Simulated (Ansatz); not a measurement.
Turn this script for the Python package of Ansatz (0.2.0) into the input file that the command-line program reads.

`scf_rb2liirf6.py`
```python
"""Single point of Rb2LiIrF6."""

from pathlib import Path
import json
import sys
import warnings

import ansatz as az
import numpy as np
import pandas as pd


def main() -> None:
    warnings.simplefilter("ignore", az.DeckWarning)

    vectors = np.array([
        [0.0, 4.210249, 4.210249],
        [4.210249, 0.0, 4.210249],
        [4.210249, 4.210249, 0.0],
    ])
    cell = (
        az.Lattice.of(vectors)
        .atom("Rb", (0.25, 0.25, 0.25))
        .atom("Rb", (0.75, 0.75, 0.75))
        .atom("Li", (0.5, 0.5, 0.5))
        .atom("Ir", (0.0, 0.0, 0.0))
        .atom("F", (0.243563, 0.243563, 0.756437))
        .atom("F", (0.243563, 0.756437, 0.756437))
        .atom("F", (0.756437, 0.756437, 0.243563))
        .atom("F", (0.243563, 0.756437, 0.243563))
        .atom("F", (0.756437, 0.243563, 0.756437))
        .atom("F", (0.756437, 0.243563, 0.243563))
    )

    # settings of the run
    setup = (
        cell.calculation()
        .occupations("methfessel_paxton", width=0.05)
        .scf(tolerance=1e-06, extra_bands=8)
        .kpoints(mesh=(4, 4, 4))
        .functional("PBEsol", dispersion="D3(BJ)")
        .forces()
        .stress()
        .density()
        .potential()
        .electron_localization_function()
        .output_files(volumetric_format="npy")
    )
    try:
        done = setup.run()
    except az.NonConvergedError as error:
        sys.exit(f"no convergence: {error}")
    except az.RefusalError as error:
        sys.exit(f"input refused: {error}")
    report = done.report

    print(f"free energy      {report['free_energy_ev']:.5f} eV")
    print(f"per atom         {report['free_energy_ev'] / len(done.lattice.sites):.5f} eV")
    print(f"SCF iterations   {report['n_iterations']}  (converged: {report['converged']})")

    keep = ["free_energy_ev", "energy_sigma0_ev", "fermi_energy_ev", "n_iterations", "converged", "magnetization_mub", "n_kpoints"]
    with open("rb2liirf6.json", "w") as handle:
        json.dump({key: report[key] for key in keep}, handle, indent=1)

    # forces, one row an atom
    table = pd.DataFrame(report["forces_ev_ang"], columns=["fx", "fy", "fz"])
    table.insert(0, "atom", [site["symbol"] for site in report["lattice"]["sites"]])
    print(table.round(4).to_string())

    # pressure is a third of the trace
    print("pressure by term (GPa)")
    for term, tensor in report["stress_terms_gpa"].items():
        print(f"  {term:28s} {np.trace(np.array(tensor)) / 3:12.3f}")
    print(f"  {'total':28s} {np.trace(np.array(report['stress_gpa'])) / 3:12.3f}")

    folder = Path(done.write_results("fields"))
    for name in sorted(p.name for p in folder.glob("*.npy")):
        field = np.load(folder / name)
        print(f"{name:16s} {str(field.shape):16s} min {field.min():10.4f}  mean {field.mean():10.4f}  max {field.max():10.4f}")


if __name__ == "__main__":
    main()
```

```console
$ python scf_rb2liirf6.py
free energy      -23246.15303 eV
per atom         -2324.61530 eV
SCF iterations   6  (converged: True)
  atom      fx      fy      fz
0   Rb  0.0000  0.0000  0.0000
1   Rb  0.0000 -0.0000 -0.0000
2   Li  0.0000 -0.0000 -0.0000
3   Ir  0.0000 -0.0000 -0.0000
4    F  0.0000  0.0000 -0.4156
5    F  0.4156 -0.0000  0.0000
6    F -0.0000  0.0000  0.4156
7    F -0.0000 -0.4156 -0.0000
8    F  0.0000  0.4156 -0.0000
9    F -0.4156  0.0000 -0.0000
pressure by term (GPa)
  kinetic                          1619.586
  hartree                           944.120
  ewald                           -1917.067
  local_pseudopotential            -360.460
  nonlocal_pseudopotential          -87.360
  augmentation                      121.864
  nlcc                             -118.942
  hubbard                             0.000
  exx                                 0.000
  electric_field                      0.000
  mag_constraint                      0.000
  xc                               -206.430
  dispersion                         -1.593
  external_charges                    0.000
  augmentation_tail                   0.007
  scf_correction                     -0.004
  pulay_correction                    0.543
  total                              -5.737
elf.npy          (40, 40, 40)     min     0.0043  mean     0.2947  max     0.9995
rho.npy          (40, 40, 40)     min     0.0139  mean     0.5360  max    13.7963
v_es.npy         (40, 40, 40)     min  -166.2855  mean     2.7404  max    10.9749
v_tot.npy        (40, 40, 40)     min  -191.4045  mean    -6.8598  max     6.5083
```

`input.yaml`:
```yaml
crystal:
  lattice:
    - [0.0, 4.210249, 4.210249]
    - [4.210249, 0.0, 4.210249]
    - [4.210249, 4.210249, 0.0]
  atoms:
    - { symbol: Rb, position: [0.25, 0.25, 0.25] }
    - { symbol: Rb, position: [0.75, 0.75, 0.75] }
    - { symbol: Li, position: [0.5, 0.5, 0.5] }
    - { symbol: Ir, position: [0.0, 0.0, 0.0] }
    - { symbol: F, position: [0.243563, 0.243563, 0.756437] }
    - { symbol: F, position: [0.243563, 0.756437, 0.756437] }
    - { symbol: F, position: [0.756437, 0.756437, 0.243563] }
    - { symbol: F, position: [0.243563, 0.756437, 0.243563] }
    - { symbol: F, position: [0.756437, 0.243563, 0.756437] }
    - { symbol: F, position: [0.756437, 0.243563, 0.243563] }
kpoints:
  mp_grid: { grid: [4, 4, 4] }
hamiltonian:
  xc: pbesol
  dispersion: d3bj
scf:
  n_extra_bands: 8
  convergence: { dr2_threshold: 1.0e-06 }
  occupations: { method: methfessel_paxton, width: 0.05 }
output:
  write_density: true
  write_potential: true
  volumetric_format: npy
  elf: true
  forces: true
  stress: true
```

The program run on that file:
```console
$ ansatz run input.yaml --threads 1 --pin off --max-ram 3072MiB --backend cpu --events-out ev --progress --plain --runs-dir out
Warning: scf.convergence.dr2_threshold = 1e-6 eV is looser than this run's default, which is 1e-7 eV or tighter. The error in the forces grows as the threshold's square root, so leave the key out unless less accurate forces are enough
Warning: output.stress: scf.convergence.dr2_threshold = 1e-6 eV is looser than the 1e-9 eV advised for a printed stress (1e-10 eV for each atom of the cell: 10). What an SCF threshold leaves in a stress goes as its square root, and in the free energy as the threshold itself, and one threshold admits the most on a small cell: of the crystals measured, under no hybrid functional and no lock of the [...]
scf.n_extra_bands = 8 over 40 filled bands (N_el = 80.0): the run solves 48 bands
Engine: ansatz 0.2.0, x86_64-unknown-linux-gnu
Pseudopotentials: kind: paw
Pseudopotential: Rb, paw, valence charge 9, recommended cutoff 420 eV (normal), Rb.paw.azcp
Pseudopotential: Li, paw, valence charge 3, recommended cutoff 420 eV (normal), Li.paw.azcp
Pseudopotential: Ir, paw, valence charge 17, recommended cutoff 420 eV (normal), Ir.paw.azcp
Pseudopotential: F, paw, valence charge 7, recommended cutoff 420 eV (normal), F.paw.azcp
Functional definition: PBEsol
  exchange = pbesol_x
  correlation = pbesol_c
Crystal: 10 atoms, lattice volume = 149.263 Å³
Basis set: ecut = 420 eV, 2891 PW (Γ), exchange–correlation on 80×80×80 points (8 copies of the dense FFT grid, shifted against one another)
Bands: 48, of which v1, the nominal top of the filled ones, is band 40 counted from 1 (39 counted from 0)
Symmetry: 48 space group operations
Space group: Fm-3m (ITA 225), of the structure as read, at distance tolerance 5.3e-5 Å
k-points: 8 of 64
Non-local potential: Rb, projectors of the file, l = 0: 3, l = 1: 2, l = 2: 2
Non-local potential: Li, projectors of the file, l = 0: 3, l = 1: 2, l = 2: 1
Non-local potential: Ir, projectors of the file, l = 0: 3, l = 1: 2, l = 2: 2, l = 3: 1
Non-local potential: F, projectors of the file, l = 0: 2, l = 1: 2, l = 2: 1
PAW form: soft (Blöchl's): semilocal exchange-correlation on the pseudo side does not see the compensation charge
PAW frozen core: Rb, regenerated for the run's functional, and the local potential with it (the file was generated under x = pbe(κ = 0.804, μ = 0.2195149727645171), c = pbe(β = 0.06672455060314922))
PAW frozen core: Ir, regenerated for the run's functional, and the local potential with it (the file was generated under x = pbe(κ = 0.804, μ = 0.2195149727645171), c = pbe(β = 0.06672455060314922))
PAW frozen core: F, regenerated for the run's functional, and the local potential with it (the file was generated under x = pbe(κ = 0.804, μ = 0.2195149727645171), c = pbe(β = 0.06672455060314922))
PAW one-centre angular grid: Rb, 110 points (default); XC on 64 Gauss nodes
PAW one-centre angular grid: Li, 110 points (default); XC on 64 Gauss nodes
PAW one-centre angular grid: Ir, 590 points (default); XC on 64 Gauss nodes
PAW one-centre angular grid: F, 110 points (default); XC on 64 Gauss nodes
Initial density: superposition of atomic densities (neutral atoms: chi_scale 0, normalization atom), corrected by the library's trained network
Initial wavefunctions: pseudopotential atomic-orbital guess
Functional: x = pbesol(κ = 0.804, μ = 0.12345679012345678), c = pbesol(β = 0.046)
SCF iter   1: F=—  HF=-23246.204618 eV  |F-HF|=—  |Δ(HF+E_count)|=         —  Δρ=1.41e-2  dr2=1.96e-1  ethr=1.77e-3  ⟨swp⟩=7.1  Hψ=1520  notcnv=0  defer=2
preconditioner: auto → Resta (q_TF=auto, 2.459 Å⁻¹)  ε∞=3.8  [insulator: Δε(μ)=2.018 eV  Ē_g=15.192 eV  σ=0.050 eV  W_gap=1.00  n_scr=26 (ndim 8)  ℏωp=25.4 eV  f_vac=0.042  D(μ)=-0.00/eV (n_scr^D=0)  ε∞_Penn≈3.8]
SCF iter   2: F=—  HF=-23246.155967 eV  |F-HF|=—  |Δ(HF+E_count)|=   4.87e-2  S|Δr|=    0.00e0  Δρ=3.86e-3  dr2=1.65e-2  ethr=2.45e-4  ⟨swp⟩=2.4  Hψ=740  notcnv=0  defer=27
SCF iter   3: F=—  HF=-23246.152897 eV  |F-HF|=—  |Δ(HF+E_count)|=   3.07e-3  S|Δr|=    0.00e0  Δρ=1.14e-3  dr2=1.82e-3  ethr=2.07e-5  ⟨swp⟩=2.0  Hψ=541  notcnv=0  defer=27
SCF iter   4: F=—  HF=-23246.152884 eV  |F-HF|=—  |Δ(HF+E_count)|=   1.27e-5  S|Δr|=    0.00e0  Δρ=3.81e-4  dr2=2.31e-4  ethr=2.27e-6  ⟨swp⟩=2.4  Hψ=546  notcnv=0  defer=27
SCF iter   5: F=—  HF=-23246.153020 eV  |F-HF|=—  |Δ(HF+E_count)|=   1.36e-4  S|Δr|=    0.00e0  Δρ=6.26e-5  dr2=1.02e-5  ethr=2.89e-7  ⟨swp⟩=2.2  Hψ=601  notcnv=0  defer=27
SCF iter   6: F=-23246.153026 eV  HF=-23246.153026 eV  |F-HF|=1.30e-7  |Δ(HF+E_count)|=   6.23e-6  S|Δr|=    0.00e0  Δρ=1.38e-5  dr2=4.87e-7  ethr=1.25e-9  ⟨swp⟩=14.8  Hψ=3241  notcnv=0
SCF 1 converged in 6 iterations: F = -23246.153026 eV  dr2 = 4.87e-7
  greatest PAW one-centre occupation: 1.000 electrons in one spin orbital (limit 2), on the Ir atom at site 3 (counted from 0), in its partial waves of l = 0
SCF converged after 6 iterations
Stability not checked: this state was not tested for a lower state beside it, because cold or Methfessel-Paxton smearing, or corrected tetrahedra, fill the levels in a way that the test cannot read (fill_not_monotonic; see scf.lower_state_search)
Free energy (F): -23246.153026 eV
Harris-Foulkes:  -23246.153026 eV  (|F-HF|=1.30e-7)
Internal energy: -23246.153026 eV  (E = F + TS)
E sigma→0 (E₀):  -23246.153026 eV
Fermi energy:    7.016315 eV
Step filling:    the computed levels leave a gap of 2.0100 eV = 40.2 smearing widths at the electron count; against every level under it full and every level over it empty, smearing changes F+E_penalty+E_count by +8.97e-176 meV and its σ→0 estimate by -1.80e-173 meV
--- Per-component energies (eV) ---
  E_band       = -743.082876
  E_kinetic    = 2263.279814
  E_local      = -7213.072378  (includes V_loc(G=0)·N_el)
  E_nonlocal   = 836.228708
  E_hartree    = 2638.708253
  E_xc         = -1005.025603
  E_vxc        = -1191.213660  (∫ρ·V_xc dr)
  E_paw        = -15407.657962  (= ΣΔE_a)
  E_vpaw       = -715.727299  (= ΣTr[D̂ρ^β])
  E_aug_tail   = 0.012202  (compensation charges beyond the density's cutoff)
  E_ewald      = -5357.985688
  E_disp       = -1.407655  (pairwise vdW)
  E_core_change = 0.767282  (= ΣΔE_core)
  E_smearing   = 0.000000  (= −TS)
  E_closure    = 0.000000  (closes the sum)
  Σ components = -23246.153026   (vs F -23246.153026, Δ=0.00e0)
--- Forces (eV/Å), atoms counted from 1 ---
  atom   1  Rb     0.00000000     0.00000000     0.00000000
  atom   2  Rb     0.00000000    -0.00000000    -0.00000000
  atom   3  Li     0.00000000    -0.00000000    -0.00000000
  atom   4  Ir     0.00000000    -0.00000000    -0.00000000
  atom   5  F      0.00000000     0.00000000    -0.41558891
  atom   6  F      0.41558891    -0.00000000     0.00000000
  atom   7  F     -0.00000000     0.00000000     0.41558891
  atom   8  F     -0.00000000    -0.41558891    -0.00000000
  atom   9  F      0.00000000     0.41558891    -0.00000000
  atom  10  F     -0.41558891     0.00000000    -0.00000000
  max |Σ_I F_I| component: 3.86e-16 eV/Å
--- Stress (GPa, compression-positive) ---
       -5.736655       0.000000       0.000000
       -0.000000      -5.736655       0.000000
        0.000000       0.000000      -5.736655
  P = ⅓ Tr σ = -5.7367 GPa (-57.367 kbar)
--- Band table (eV; the first three rows and the last of 8) ---
  k-point 0: bands = ["-85.8597", "-42.7263", "-42.7263", "-42.7263", "-38.5130", "-19.2893", "-19.1687", "-17.0423", "-16.7451", "-16.7451", "-16.6923", "-16.6923", "-16.6923", "-3.7432", "-3.7432", "-3.7432", "-3.4008", "-3.4008", "-3.4008", "-0.9267", "-0.2260", "-0.2260", "0.7545", "0.7545", "0.7545", "1.0072", "1.0072", "1.0072", "2.1257", "2.1257", "2.1257", "2.3483", "2.3483", "2.3483", "2.6350", "2.6350", "2.6350", "5.7997", "5.7997", "5.7997", "8.5407", "8.5407", "9.4687", "12.5786", "12.5786", "12.6561", "12.6561", "12.6561"]
  k-point 1: bands = ["-85.8597", "-42.7263", "-42.7263", "-42.7263", "-38.5130", "-19.2627", "-19.1779", "-17.0389", "-16.7775", "-16.7775", "-16.7322", "-16.6606", "-16.6606", "-3.6595", "-3.6595", "-3.5638", "-3.4128", "-3.4128", "-3.3272", "-0.7783", "-0.3693", "-0.3693", "0.5574", "0.8300", "0.9582", "0.9582", "1.0102", "1.0102", "1.9546", "1.9967", "1.9967", "2.1908", "2.3124", "2.3124", "2.5060", "2.5060", "2.5639", "5.8326", "5.8557", "5.8557", "8.4193", "8.4193", "10.1385", "12.7391", "13.0221", "13.0221", "13.2218", "13.2218"]
  k-point 2: bands = ["-85.8597", "-42.7263", "-42.7263", "-42.7263", "-38.5130", "-19.2128", "-19.2100", "-17.0324", "-16.7977", "-16.7977", "-16.7753", "-16.6410", "-16.6410", "-3.5193", "-3.5193", "-3.4793", "-3.4793", "-3.3114", "-3.3017", "-0.6105", "-0.4811", "-0.4811", "0.3837", "0.6225", "0.9578", "0.9578", "1.1998", "1.1998", "1.5538", "1.8761", "1.8761", "2.2878", "2.2878", "2.3060", "2.3512", "2.3512", "2.4429", "5.8599", "5.9041", "5.9041", "8.3104", "8.3104", "11.1182", "12.3406", "13.8461", "13.8461", "13.9486", "13.9486"]
  k-point 7: bands = ["-85.8597", "-42.7263", "-42.7263", "-42.7263", "-38.5130", "-19.2049", "-19.2049", "-17.0282", "-16.8737", "-16.7745", "-16.6861", "-16.6861", "-16.6642", "-3.4883", "-3.4701", "-3.4262", "-3.4262", "-3.2638", "-3.2374", "-0.6777", "-0.5425", "-0.2557", "0.5767", "0.5767", "0.8871", "0.8871", "0.9618", "0.9730", "1.8533", "1.8533", "2.0002", "2.0002", "2.0477", "2.1093", "2.1259", "2.4448", "2.4448", "5.8957", "5.8957", "6.0104", "8.1596", "8.3934", "11.9094", "12.9735", "12.9735", "13.7761", "14.1216", "14.1216"]
```

What to keep in mind:
- The settings weren't tested for convergence.
- Spin is left out of this run.
- The program warned that this SCF threshold is loose for forces or stresses.
- Pressure is positive in compression.
- Spin-orbit coupling, which matters for elements this heavy, is left out.
- Densities and potentials on the grid are those of the valence electrons, and inside the cores they hang on the potentials used.
- At these settings the cell as given stands under about -6 GPa, so it isn't at this functional's equilibrium volume.
- The structure comes from a database of computed cells and needn't be a stable or known phase.
- The script silences the warnings on its input, which a real study should read.
- Cost: roughly 2.4 core-seconds.

(Lines on the test bed's own set-up are left out of the output.)
